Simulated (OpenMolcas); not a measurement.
# Au⁴⁺ among point charges: CASSCF and CASPT2 levels and susceptibility

How does a field of 2 point charges split the states of Au⁴⁺, and what χT follows?

Method: state-averaged CASSCF and CASPT2, spin-orbit coupling by RASSI with atomic mean-field integrals. Code: OpenMolcas 26.06.

## 1. What is computed

| Item | Value |
| --- | --- |
| Species | Au⁴⁺ (gold, Z = 79, 75 electrons) |
| Basis | ANO-RCC-VDZP [7s6p4d2f], 59 functions |
| Scalar Hamiltonian | DKH2, point nucleus |
| Inactive shells | 1s 2s 2p 3s 3p 3d 4s 4p 4d 4f 5s 5p |
| Active space | 7 electrons in 5 orbitals (5d) |
| Some configurations of this space | 5d7 |
| Orbitals | optimised for each spin and parity, averaged over all roots |

Outer shells as boxes (Hund's rule):

5d7
```
5d [↑↓][↑↓][↑ ][↑ ][↑ ]
```

The ion sits among 2 point charges of -3 e arranged as a linear pair (D∞h), 2.23 Å from the ion.

Each step is its own input file, run in one work folder so that later steps find the files of earlier ones. Labels, J, g values, rates, χT and fits are worked out afterwards by a script from the matrices that RASSI stores. The input lists half of the charges; inversion (Group=XYZ) makes the rest.

## 2. GATEWAY and SEWARD: basis and integrals

a.inp

```
&GATEWAY
Coord
1

Au 0.0 0.0 0.0
Basis=ANO-RCC-VDZP
Group=XYZ
NoMove
AngMom=0.0 0.0 0.0
AMFI
XField
1 Angstrom 0
0.000000 0.000000 2.230000 -3.000000
&SEWARD
```

Started as:

```bash
> OMP_NUM_THREADS=1 MOLCAS_MEM=1689 MOLCAS_PROJECT=a pymolcas a.inp > a.log
```

## 3. CASSCF: quartets of even parity, 10 roots

a.inp

```
&RASSCF
FileOrb=start.orb
Symmetry=1
Spin=4
nActEl=7 0 0
Inactive=15 19
Ras2=5 0
CIRoot=10 10 1
SDav=10
CIMx=300
Iter=120 100
PrWF=0.3
OrbListing=Nothing
MaxOrb=0
>>> COPY $Project.JobIph JOB001
```

start.orb holds the contracted functions of the basis, ordered by shell, or the orbitals of the step before.

## 4. Reference wave functions, doublets of even parity, 40 roots

a.inp

```
&RASSCF
FileOrb=start.orb
Symmetry=1
Spin=2
nActEl=7 0 0
Inactive=15 19
Ras2=5 0
CIRoot=40 40 1
SDav=40
CIMx=300
Iter=120 100
PrWF=0.3
OrbListing=Nothing
MaxOrb=0
>>> COPY $Project.JobIph JOB002
```

## 5. RASSI: spin-orbit coupling between the states

a.inp

```
&RASSI
NrOfJobIphs=2 10 40
1 2 3 4 5 6 7 8 9 10
1 2 3 4 5 6 7 8 9 10 11 12 13 14 15 16 17 18 19 20 21 22 23 24 25 26 27
28 29 30 31 32 33 34 35 36 37 38 39 40
IphNames
JOB001
JOB002
EJob
SpinOrbit
DIPRint=1.0
SOCoupling=1000.0
Subsets=2
Property=9
'ANGMOM' 1 'ANGMOM' 2 'ANGMOM' 3 'MLTPL  1' 1 'MLTPL  1' 2 'MLTPL  1' 3
'AMFI' 1 'AMFI' 2 'AMFI' 3
SOProperty=3
'ANGMOM' 1 'ANGMOM' 2 'ANGMOM' 3
```

## 6. CASPT2: IPEA 0.25, imaginary shift 0.1 (closed shells correlated: 5s 5p)

a.inp

```
>>> COPY JOB001 $Project.JobIph
&CASPT2
Multistate=10 1 2 3 4 5 6 7 8 9 10
NoMult
Frozen=14 16
IPEA=0.25
Imaginary=0.1
MaxIter=60
WThr=0.0 0.3 0.05
PrWF=0.5
NoMix
>>> COPY JOB002 $Project.JobIph
&CASPT2
Multistate=40 1 2 3 4 5 6 7 8 9 10 11 12 13 14 15 16 17 18 19 20 21 22
23 24 25 26 27 28 29 30 31 32 33 34 35 36 37 38 39 40
NoMult
Frozen=14 16
IPEA=0.25
Imaginary=0.1
MaxIter=60
WThr=0.0 0.3 0.05
PrWF=0.5
NoMix
```

(Steps that only read results are left out.)

Before running it: what results should come out? Wanted: spin-free ground state; first state of the same spin within the active space; lowest level; next level.

**Answer**, as computed:

| quantity | value |
| --- | --- |
| method | SS-CASPT2, IPEA 0.25, imaginary shift 0.1 (closed shells correlated: 5s 5p) |
| spin-free ground state | 4Sigma, 1-fold in its orbital part |
| first state of the same spin within the active space | 4Phi at 4530 cm⁻¹ |
| lowest level | 2-fold, g = 0.00, 0.00, 4.58 |
| next level | 469.8 cm⁻¹ |
| χT at 300 K | 2.06 cm³ K/mol |
| effective moment at 300 K | 4.06 μB |

Cost by method:

```
                                              method  time of its own steps  time with the reference
                                           A. CASSCF                  8.8 s                    8.8 s
B. SS-CASPT2, IPEA 0.25, imaginary shift 0.1, +5s 5p                  3.2 s                     12 s
```

Times are of one thread on a shared host.

The spin-free ground state (4Sigma) comes to 53 % from free-ion P terms and keeps the highest spin of the shell. χT at 300 K is 2.06, against 1.88 cm³ K/mol for the spin alone, so orbital moment adds to it. An active space of the d shell alone favours high spin; real ions in strong fields can be low spin. CASPT2 does not keep the components of a term degenerate, and the means are used. The field of point charges can differ much from that of real complexes. With metal d orbitals alone active, the gaps between spin states are rough; where two lie within a few thousand cm-1, their order is open. This is an electrostatic model: the charges have no orbitals.
